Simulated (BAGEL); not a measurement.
# RI-MP2/6-31G(d) (density fitting with cc-pvqz-jkfit, spherical functions) run of CH7FSi2 (SMILES F[SiH2]C[SiH3])

What is the energy change on altering one bond length of CH7FSi2 at RI-MP2/6-31G* (density fitting with cc-pvqz-jkfit, spherical functions)? 

Program for the calculation: BAGEL 1.2.2.

## Step 1: The structure to begin with

CH7FSi2 has 11 atoms, charge 0, and is taken as a singlet. SMILES: `F[SiH2]C[SiH3]`. The shape is that of a PBE0-D4/def2-TZVP optimisation. This is one conformer, not always the lowest.

Bond lengths: F1–Si2 1.604 Å, Si2–C3 1.854 Å, C3–Si4 1.877 Å, Si2–H5 1.484 Å, Si2–H6 1.484 Å, C3–H7 1.097 Å, C3–H8 1.095 Å, Si4–H9 1.485 Å, Si4–H10 1.488 Å, Si4–H11 1.487 Å. Some angles: F1–Si2–C3 109.3°, Si2–C3–Si4 115.3°, F1–Si2–H5 107.5°, F1–Si2–H6 107.1°, C3–Si2–H5 110.7°, C3–Si2–H6 112.0°, Si2–C3–H7 107.4°, Si2–C3–H8 109.5°, Si4–C3–H7 108.3°, Si4–C3–H8 109.0°.

## Step 2: The energy at RI-MP2/6-31G(d) (density fitting with cc-pvqz-jkfit, spherical functions)

The input, calc.json:

```json
{ "bagel": [

{
  "title": "molecule",
  "basis": "6-31gs.json",
  "df_basis": "cc-pvqz-jkfit",
  "angstrom": true,
  "geometry": [
    { "atom": "F", "xyz": [      -1.629100,       1.667400,       0.202000 ] },
    { "atom": "Si", "xyz": [      -0.069200,       1.498400,       0.534400 ] },
    { "atom": "C", "xyz": [       0.349200,      -0.305900,       0.605500 ] },
    { "atom": "Si", "xyz": [      -0.157200,      -1.306900,      -0.899700 ] },
    { "atom": "H", "xyz": [       0.694000,       2.172900,      -0.545000 ] },
    { "atom": "H", "xyz": [       0.175700,       2.177500,       1.831400 ] },
    { "atom": "H", "xyz": [       1.437100,      -0.385200,       0.722600 ] },
    { "atom": "H", "xyz": [      -0.101300,      -0.751100,       1.498900 ] },
    { "atom": "H", "xyz": [      -1.636400,      -1.388400,      -0.995700 ] },
    { "atom": "H", "xyz": [       0.369900,      -0.665700,      -2.134100 ] },
    { "atom": "H", "xyz": [       0.392600,      -2.686000,      -0.812200 ] }
  ]
},

{ "title": "hf" },

{ "title": "mp2", "ncore": 12 }

]}
```

The basis set 6-31G* is read from a file made from the Basis Set Exchange's data (not shown).

Command:

```console
$ BAGEL_NUM_THREADS=1 BAGEL calc.json > calc.out
```

Log:

```text
* using 1 threads per process

  ===============================================================
  ===============================================================

  *** Geometry ***

  { "atom" : "F", "xyz" : [     -3.078553,      3.150929,      0.381725 ] },
  { "atom" : "Si", "xyz" : [     -0.130769,      2.831566,      1.009870 ] },
  { "atom" : "C", "xyz" : [      0.659892,     -0.578067,      1.144229 ] },
  { "atom" : "Si", "xyz" : [     -0.297065,     -2.469683,     -1.700187 ] },
  { "atom" : "H", "xyz" : [      1.311470,      4.106186,     -1.029901 ] },
  { "atom" : "H", "xyz" : [      0.332025,      4.114879,      3.460844 ] },
  { "atom" : "H", "xyz" : [      2.715725,     -0.727923,      1.365516 ] },
  { "atom" : "H", "xyz" : [     -0.191429,     -1.419373,      2.832510 ] },
  { "atom" : "H", "xyz" : [     -3.092348,     -2.623696,     -1.881600 ] },
  { "atom" : "H", "xyz" : [      0.699010,     -1.257991,     -4.032865 ] },
  { "atom" : "H", "xyz" : [      0.741906,     -5.075804,     -1.534836 ] },

  Number of auxiliary basis functions:      865

  Since a DF basis is specified, we compute 2- and 3-index integrals:
    o Being stored without compression. Storage requirement is 0.042 GB

  Number of basis functions:       78
  Number of electrons      :       50

    * METHOD: MOLECULE                             0.70

  *** RHF ***

  === Nuclear Repulsion ===
   223.3244812765

      * DIIS with orbital gradients will be used.

  === RHF iteration (6-31gs.json) ===
      0       -719.11084867          0.01734818           0.11
      1       -719.23095960          0.00976502           0.11
      2       -719.27398111          0.00148380           0.11
      3       -719.27541756          0.00036296           0.11
      4       -719.27549257          0.00006569           0.11
      5       -719.27549653          0.00001308           0.11
      6       -719.27549671          0.00000309           0.11
      7       -719.27549672          0.00000072           0.11
      8       -719.27549672          0.00000012           0.11
      9       -719.27549672          0.00000004           0.11
     10       -719.27549672          0.00000002           0.11
     11       -719.27549672          0.00000000           0.11
    * SCF iteration converged.

    * Permanent dipole moment:
           (   -0.666887,     0.246438,    -0.344464) a.u.

    * METHOD: HF                                   1.52

  *** RHF ***

  === Nuclear Repulsion ===
   223.3244812765

      * DIIS with orbital gradients will be used.

  === RHF iteration (6-31gs.json) ===
      0       -719.27549672          0.00000000           0.11
    * SCF iteration converged.

    * Permanent dipole moment:
           (   -0.666887,     0.246438,    -0.344464) a.u.

  === DF-MP2 calculation ===

    * freezing 12 orbitals
    * 3-index integral transformation done
    * assembly done

      MP2 correlation energy:   -0.4585409828      0.05

      MP2 total energy:       -719.7340377057

    * METHOD: MP2                                  0.29

  ===============================================================
```

It took 2.7 s on 1 thread of Intel Xeon 6975P-C (Granite Rapids), shared host; peak memory 0.18 GiB.

## Step 3: The distorted shape

The input, input.json:

```json
{ "bagel" : [

{
  "title" : "molecule",
  "basis" : "6-31gs.json",
  "df_basis" : "cc-pvqz-jkfit",
  "angstrom" : true,
  "geometry" : [
    { "atom" : "F", "xyz" : [   -2.131182,    3.832571,    0.116680 ] },
    { "atom" : "Si", "xyz" : [   -0.571282,    3.663571,    0.449080 ] },
    { "atom" : "C", "xyz" : [    0.349200,   -0.305900,    0.605500 ] },
    { "atom" : "Si", "xyz" : [   -0.157200,   -1.306900,   -0.899700 ] },
    { "atom" : "H", "xyz" : [    0.191918,    4.338071,   -0.630320 ] },
    { "atom" : "H", "xyz" : [   -0.326382,    4.342671,    1.746080 ] },
    { "atom" : "H", "xyz" : [    1.437100,   -0.385200,    0.722600 ] },
    { "atom" : "H", "xyz" : [   -0.101300,   -0.751100,    1.498900 ] },
    { "atom" : "H", "xyz" : [   -1.636400,   -1.388400,   -0.995700 ] },
    { "atom" : "H", "xyz" : [    0.369900,   -0.665700,   -2.134100 ] },
    { "atom" : "H", "xyz" : [    0.392600,   -2.686000,   -0.812200 ] }
  ]
},
{
  "title" : "hf"
},
{
  "title" : "mp2",
  "ncore" : 12
}

]}
```

The basis set 6-31G* is read from a file made from the Basis Set Exchange's data (not shown).

Command:

```console
$ BAGEL_NUM_THREADS=1 BAGEL input.json > input.out
```

Log:

```text
* using 1 threads per process

  ===============================================================
  ===============================================================

  *** Geometry ***

  { "atom" : "F", "xyz" : [     -4.027350,      7.242510,      0.220493 ] },
  { "atom" : "Si", "xyz" : [     -1.079567,      6.923146,      0.848638 ] },
  { "atom" : "C", "xyz" : [      0.659892,     -0.578067,      1.144229 ] },
  { "atom" : "Si", "xyz" : [     -0.297065,     -2.469683,     -1.700187 ] },
  { "atom" : "H", "xyz" : [      0.362672,      8.197766,     -1.191132 ] },
  { "atom" : "H", "xyz" : [     -0.616773,      8.206459,      3.299613 ] },
  { "atom" : "H", "xyz" : [      2.715725,     -0.727923,      1.365516 ] },
  { "atom" : "H", "xyz" : [     -0.191429,     -1.419373,      2.832510 ] },
  { "atom" : "H", "xyz" : [     -3.092348,     -2.623696,     -1.881600 ] },
  { "atom" : "H", "xyz" : [      0.699010,     -1.257991,     -4.032865 ] },
  { "atom" : "H", "xyz" : [      0.741906,     -5.075804,     -1.534836 ] },

  Number of auxiliary basis functions:      865

  Since a DF basis is specified, we compute 2- and 3-index integrals:
    o Being stored without compression. Storage requirement is 0.042 GB

  Number of basis functions:       78
  Number of electrons      :       50

    * METHOD: MOLECULE                             0.62

  *** RHF ***

  === Nuclear Repulsion ===
   176.3395190879

      * DIIS with orbital gradients will be used.

  === RHF iteration (6-31gs.json) ===
      0       -718.69546268          0.02142903           0.11
      1       -718.60032458          0.02381976           0.11
      2       -719.00800845          0.00555429           0.11
      3       -719.03554578          0.00222536           0.10
      4       -719.03912106          0.00087221           0.11
      5       -719.03978948          0.00039173           0.11
      6       -719.03990597          0.00013789           0.11
      7       -719.03992250          0.00002920           0.11
      8       -719.03992339          0.00000415           0.11
      9       -719.03992341          0.00000105           0.11
     10       -719.03992341          0.00000033           0.11
     11       -719.03992341          0.00000008           0.11
     12       -719.03992341          0.00000003           0.11
     13       -719.03992341          0.00000001           0.11
    * SCF iteration converged.

    * Permanent dipole moment:
           (   -0.667110,    -0.134265,    -0.371802) a.u.

    * METHOD: HF                                   1.75

  *** RHF ***

  === Nuclear Repulsion ===
   176.3395190879

      * DIIS with orbital gradients will be used.

  === RHF iteration (6-31gs.json) ===
      0       -719.03992341          0.00000001           0.11
    * SCF iteration converged.

    * Permanent dipole moment:
           (   -0.667110,    -0.134266,    -0.371802) a.u.

  === DF-MP2 calculation ===

    * freezing 12 orbitals
    * 3-index integral transformation done
    * assembly done

      MP2 correlation energy:   -0.5018298692      0.05

      MP2 total energy:       -719.5417532840

    * METHOD: MP2                                  0.29

  ===============================================================
```

Wall time 2.8 s (1 thread of Intel Xeon 6975P-C (Granite Rapids), shared host); peak memory 0.18 GiB.

## Step 4: Results

Level: RI-MP2/6-31G* (density fitting with cc-pvqz-jkfit, spherical functions), 12 core orbitals frozen.

| quantity | value |
| --- | --- |
| first shape: total energy | -719.73404 Eh |
| first shape: correlation energy (12 core orbitals frozen) | -458.5 mEh |
| distorted shape: total energy | -719.54175 Eh |
| distorted shape: correlation energy (12 core orbitals frozen) | -501.8 mEh |
| energy change with the Si2–C3 bond stretched from 1.854 to 4.078 Å | 5.232 eV |

What this shows: One bond (distorted shape) is far stretched, which a spin-restricted single reference describes badly; perturbation theory on it can break down and give far too much correlation. With the Si2–C3 bond stretched from 1.854 to 4.078 Å the energy rises by 5.23 eV (121 kcal/mol). The first shape isn't relaxed at this level, so the change isn't measured from a minimum. A restricted reference can't describe the breaking bond well at this length.
